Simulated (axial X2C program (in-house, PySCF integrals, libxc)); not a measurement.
# A two-component session on RuSe⁻: properties at the nuclei

Aim: properties at the nuclei of RuSe⁻, with spin–orbit coupling in the Hamiltonian from the start.

Computed with an in-house X2C program for linear molecules on PySCF integrals. Level: two-component X2C with atomic mean-field terms, Ru dyall-acv3z, Se dyall-acv3z.

All values are calculated.

### Step 1. Input

task.json

```json
{"zs": [44, 34], "q": -1, "bas": ["dyall-acv3z", "dyall-acv3z"], "r0": 2.21, "levels": ["PBE0", "HF", "TPSSh", "BHandHLYP", "PBE50"], "nst": 3}
```

Keys: zs atomic numbers; q charge; bas basis sets; r0 starting distance in Å; levels methods (HF also brings MP2); nst determinants followed.

Run with:

```
$ python soeom.py task.json out
```

Nuclei are Gaussian, cores are contracted, and the Gaunt term is on.

### Step 2. Expectation values, lowest determinant

R = 2.247 Å. State: Ω = 7/2 (excess of +ω over −ω: ω = -1/2, ω = 3/2, ω = 5/2).

Output of the PBE0 run:

```text
two-component X2C + atomic mean field  PBE0
basis functions 277  fitting functions 1386  grid points 5801
iter        total energy     max residual
   1      -6947.469457746     4.34e+01
   2      -6950.723020159     3.92e+01
   3      -6952.964696854     3.22e+01
   4      -6954.524746487     2.48e+01
   5      -6956.667597951     6.78e+00
   6      -6956.715039046     5.77e+00
   7      -6957.001992526     1.98e+00
   8      -6957.033278105     2.98e+00
   9      -6957.117412266     1.11e+00
  10      -6957.139768591     7.98e-01
  11      -6957.162282874     6.85e-01
  12      -6957.171016699     6.91e-01
  13      -6957.179160711     3.87e-01
  14      -6957.182944164     3.60e-01
  15      -6957.185395071     2.66e-01
  16      -6957.188117649     2.18e-01
  17      -6957.190294181     1.98e-01
  18      -6957.191547476     1.94e-01
  19      -6957.192000525     1.81e-01
  20      -6957.192603371     8.72e-02
  21      -6957.192864160     1.62e-01
  22      -6957.193124512     8.51e-02
  23      -6957.193279304     5.56e-02
  24      -6957.193349373     5.96e-02
  25      -6957.193374594     5.56e-02
  26      -6957.193404386     1.36e-02
  27      -6957.193409934     1.03e-02
  28      -6957.193414865     5.86e-03
  29      -6957.193417265     1.14e-02
  30      -6957.193419144     9.61e-03
  31      -6957.193420490     3.83e-03
  32      -6957.193421456     2.89e-03
  33      -6957.193421922     2.50e-03
  34      -6957.193422171     1.70e-03
  35      -6957.193422374     1.09e-03
  36      -6957.193422457     2.32e-03
  37      -6957.193422601     1.05e-03
  38      -6957.193422689     1.53e-03
  39      -6957.193422776     1.08e-03
  40      -6957.193422861     6.15e-04
  41      -6957.193422948     9.60e-04
  42      -6957.193423043     1.64e-03
  43      -6957.193423125     1.81e-03
  44      -6957.193423184     9.23e-04
  45      -6957.193423217     1.05e-03
  46      -6957.193423246     1.10e-03
  47      -6957.193423273     4.26e-04
  48      -6957.193423293     4.47e-04
  49      -6957.193423304     3.76e-04
  50      -6957.193423311     3.08e-04
  51      -6957.193423316     3.32e-04
  52      -6957.193423318     1.31e-04
  53      -6957.193423320     2.40e-04
  54      -6957.193423321     1.56e-04
  55      -6957.193423323     1.08e-04
  56      -6957.193423323     1.43e-04
  57      -6957.193423323     4.71e-05
  58      -6957.193423323     3.72e-05
  59      -6957.193423324     1.31e-05
  60      -6957.193423324     2.51e-05
  61      -6957.193423324     2.48e-05
  62      -6957.193423324     7.19e-06
converged
one-electron -10340.17303757  Coulomb 3256.73689401  exact exchange -54.81909022  xc functional -168.11821804  nuclear repulsion 352.31379953  atomic mean-field constant -3.13377103
```

The highest occupied spinor is 38% Ru s, 38% Ru d, 19% Se p.

```csv
level,Eeff magnitude (GV/cm),Ws magnitude Ru (kHz),A∥/gI Ru (MHz),qzz Ru (a.u.),A∥/gI Se (MHz),qzz Se (a.u.)
PBE0,1.17,0.0748,222,1.12,-40.5,1.51
HF,2.32,0.383,289,0.50,-19,3.16
TPSSh,0.393,0.0343,248,1.03,-40.2,1.34
BHandHLYP,2.2,0.219,162,1.10,-28.6,2.06
PBE50,1.12,0.07,217,0.93,-31,1.91
```

Eeff is the effective electric field on the electron dipole moment in this Ω state and Ws the scalar–pseudoscalar constant (defined with the proton number Z and per Ω); A∥ is the parallel hyperfine constant, which follows by multiplying with the nuclear g factor gI = μI/(I μN); qzz is the electric field gradient, eQq0 = 234.96 MHz × Q/barn × qzz. The operators were transformed with the bare-nucleus X2C matrices.

### Step 3. Expectation values, a higher determinant

R = 2.247 Å. State: Ω = 1/2 (excess of +ω over −ω: ω = 1/2), 0.21 eV above the lowest in the PBE0 search for states (made at or near this distance, with looser thresholds).

Output of the PBE0 run:

```text
two-component X2C + atomic mean field  PBE0
basis functions 277  fitting functions 1386  grid points 5801
iter        total energy     max residual
   1      -6947.464260282     4.33e+01
   2      -6950.719998345     3.91e+01
   3      -6952.961908830     3.22e+01
   4      -6954.523250873     2.48e+01
   5      -6956.659267489     6.65e+00
   6      -6956.692908503     5.80e+00
   7      -6956.995637635     2.01e+00
   8      -6957.023269743     3.00e+00
   9      -6957.110296032     1.12e+00
  10      -6957.131701542     8.27e-01
  11      -6957.154497709     6.85e-01
  12      -6957.163126758     6.96e-01
  13      -6957.171387476     3.83e-01
  14      -6957.175093745     3.76e-01
  15      -6957.177566611     2.65e-01
  16      -6957.180230302     2.17e-01
  17      -6957.182385779     2.03e-01
  18      -6957.183627916     2.21e-01
  19      -6957.184126283     1.81e-01
  20      -6957.184721603     8.60e-02
  21      -6957.184980334     1.56e-01
  22      -6957.185254361     8.15e-02
  23      -6957.185409125     5.88e-02
  24      -6957.185478796     6.34e-02
  25      -6957.185508005     5.09e-02
  26      -6957.185536759     1.32e-02
  27      -6957.185542268     9.58e-03
  28      -6957.185547059     7.21e-03
  29      -6957.185549176     1.14e-02
  30      -6957.185551324     6.63e-03
  31      -6957.185552523     3.80e-03
  32      -6957.185553435     3.06e-03
  33      -6957.185553866     1.83e-03
  34      -6957.185554059     1.47e-03
  35      -6957.185554212     1.20e-03
  36      -6957.185554236     2.66e-03
  37      -6957.185554371     8.23e-04
  38      -6957.185554417     1.09e-03
  39      -6957.185554469     8.21e-04
  40      -6957.185554515     5.67e-04
  41      -6957.185554554     6.12e-04
  42      -6957.185554610     9.75e-04
  43      -6957.185554658     1.41e-03
  44      -6957.185554694     8.42e-04
  45      -6957.185554716     1.28e-03
  46      -6957.185554738     9.28e-04
  47      -6957.185554758     3.48e-04
  48      -6957.185554774     5.54e-04
  49      -6957.185554783     4.27e-04
  50      -6957.185554790     3.00e-04
  51      -6957.185554793     3.10e-04
  52      -6957.185554795     1.21e-04
  53      -6957.185554797     2.08e-04
  54      -6957.185554798     1.11e-04
  55      -6957.185554799     8.39e-05
  56      -6957.185554799     1.76e-04
  57      -6957.185554800     8.45e-05
  58      -6957.185554800     5.45e-05
  59      -6957.185554800     1.44e-05
  60      -6957.185554800     2.57e-05
  61      -6957.185554800     2.95e-05
  62      -6957.185554800     1.34e-05
  63      -6957.185554800     5.86e-06
converged
one-electron -10340.10942218  Coulomb 3256.67916890  exact exchange -54.81866393  xc functional -168.11666609  nuclear repulsion 352.31379953  atomic mean-field constant -3.13377103
```

The highest occupied spinor is 38% Ru s, 38% Ru d, 19% Se p.

```csv
level,Eeff magnitude (GV/cm),Ws magnitude Ru (kHz),A∥/gI Ru (MHz),qzz Ru (a.u.),A∥/gI Se (MHz),qzz Se (a.u.)
PBE0,1.24,0.536,2210,1.00,223,1.49
HF,2.37,2.86,1600,0.41,92.7,3.21
TPSSh,0.49,0.207,2020,0.91,268,1.33
BHandHLYP,2.18,1.46,2600,0.98,100,2.04
PBE50,1.15,0.466,2240,0.81,128,1.89
```

### Step 4. Expectation values, a higher determinant

R = 2.247 Å. State: Ω = 9/2 (excess of +ω over −ω: ω = 1/2, ω = 3/2, ω = 5/2), 0.35 eV above the lowest in the PBE0 search for states (made at or near this distance, with looser thresholds).

Output of the PBE0 run:

```text
two-component X2C + atomic mean field  PBE0
basis functions 277  fitting functions 1386  grid points 5801
iter        total energy     max residual
   1      -6947.773686406     4.42e+01
   2      -6950.688633408     4.04e+01
   3      -6952.664293470     3.39e+01
   4      -6954.073510762     2.74e+01
   5      -6956.199246905     1.49e+01
   6      -6956.839297585     3.80e+00
   7      -6956.941411613     1.66e+00
   8      -6957.020518474     2.45e+00
   9      -6957.040541446     2.82e+00
  10      -6957.114747181     1.28e+00
  11      -6957.134449958     1.13e+00
  12      -6957.154633506     6.39e-01
  13      -6957.156287136     1.19e+00
  14      -6957.170197454     2.74e-01
  15      -6957.172859568     3.26e-01
  16      -6957.176908422     2.38e-01
  17      -6957.179296817     3.11e-01
  18      -6957.180368577     1.79e-01
  19      -6957.180952309     8.12e-02
  20      -6957.181277984     8.07e-02
  21      -6957.181512575     7.59e-02
  22      -6957.181682832     5.05e-02
  23      -6957.181811066     2.87e-02
  24      -6957.181877094     3.49e-02
  25      -6957.181909363     2.85e-02
  26      -6957.181928017     2.57e-02
  27      -6957.181941533     1.23e-02
  28      -6957.181948744     1.52e-02
  29      -6957.181954254     7.02e-03
  30      -6957.181958264     7.51e-03
  31      -6957.181961295     4.53e-03
  32      -6957.181963654     3.72e-03
  33      -6957.181966077     6.00e-03
  34      -6957.181968235     4.30e-03
  35      -6957.181969710     4.10e-03
  36      -6957.181969849     3.52e-03
  37      -6957.181971192     3.45e-03
  38      -6957.181971661     3.04e-03
  39      -6957.181972076     1.57e-03
  40      -6957.181972506     2.09e-03
  41      -6957.181972759     1.72e-03
  42      -6957.181972963     2.41e-03
  43      -6957.181973046     3.17e-03
  44      -6957.181973168     7.45e-04
  45      -6957.181973212     1.08e-03
  46      -6957.181973241     6.45e-04
  47      -6957.181973252     3.61e-04
  48      -6957.181973259     3.49e-04
  49      -6957.181973262     1.81e-04
  50      -6957.181973264     2.11e-04
  51      -6957.181973266     1.71e-04
  52      -6957.181973266     7.70e-05
  53      -6957.181973267     6.51e-05
  54      -6957.181973267     1.17e-04
  55      -6957.181973267     4.59e-05
  56      -6957.181973267     4.08e-05
  57      -6957.181973267     4.16e-05
  58      -6957.181973268     2.11e-05
  59      -6957.181973268     3.57e-05
  60      -6957.181973268     1.89e-05
  61      -6957.181973268     1.11e-05
  62      -6957.181973268     1.44e-05
  63      -6957.181973268     5.38e-06
converged
one-electron -10337.93413311  Coulomb 3254.51731209  exact exchange -54.82980837  xc functional -168.11537237  nuclear repulsion 352.31379953  atomic mean-field constant -3.13377103
```

The highest occupied spinor is 37% Ru p, 33% Ru s, 16% Se p.

```csv
level,Eeff magnitude (GV/cm),Ws magnitude Ru (kHz),A∥/gI Ru (MHz),qzz Ru (a.u.),A∥/gI Se (MHz),qzz Se (a.u.)
PBE0,1.63,0.247,564,-0.76,-14.6,-0.99
HF,1.82,0.285,434,-0.70,-7.92,-0.90
TPSSh,1.53,0.242,579,-0.79,-11.6,-0.91
BHandHLYP,1.95,0.33,527,-0.55,-16.5,-0.86
PBE50,2.03,0.289,533,-0.77,-13,-0.95
```

### Step 5. Outcome

| quantity | value |
| --- | --- |
| lowest determinant | Ω = 7/2 (excess of +ω over −ω: ω = -1/2, ω = 3/2, ω = 5/2) |
| Eeff magnitude (GV/cm), PBE0 | 1.17 |
| Ws magnitude Ru (kHz), PBE0 | 0.0748 |
| A∥/gI Ru (MHz), PBE0 | 222 |
| qzz Ru (a.u.), PBE0 | 1.12 |
| higher determinant | Ω = 1/2 (excess of +ω over −ω: ω = 1/2) |
| Eeff magnitude (GV/cm), PBE0, higher determinant | 1.24 |
| Ws magnitude Ru (kHz), PBE0, higher determinant | 0.536 |
| A∥/gI Ru (MHz), PBE0, higher determinant | 2210 |
| qzz Ru (a.u.), PBE0, higher determinant | 1.00 |
| higher determinant | Ω = 9/2 (excess of +ω over −ω: ω = 1/2, ω = 3/2, ω = 5/2) |
| Eeff magnitude (GV/cm), PBE0, higher determinant | 1.63 |
| Ws magnitude Ru (kHz), PBE0, higher determinant | 0.247 |
| A∥/gI Ru (MHz), PBE0, higher determinant | 564 |
| qzz Ru (a.u.), PBE0, higher determinant | -0.76 |

**Reading.** In the first state, the effective field runs from 0.393 to 2.32 GV/cm over the mean-field levels, so the levels don't agree on it. The expectation values come from single determinants, which for open shells can mix terms of unlike spin or miss the lowest Ω, so a determinant need not be a state. Eeff is the effective electric field on the electron dipole moment in this Ω state and Ws the scalar–pseudoscalar constant (defined with the proton number Z and per Ω); A∥ is the parallel hyperfine constant, which follows by multiplying with the nuclear g factor gI = μI/(I μN); qzz is the electric field gradient, eQq0 = 234.96 MHz × Q/barn × qzz. The operators were transformed with the bare-nucleus X2C matrices.
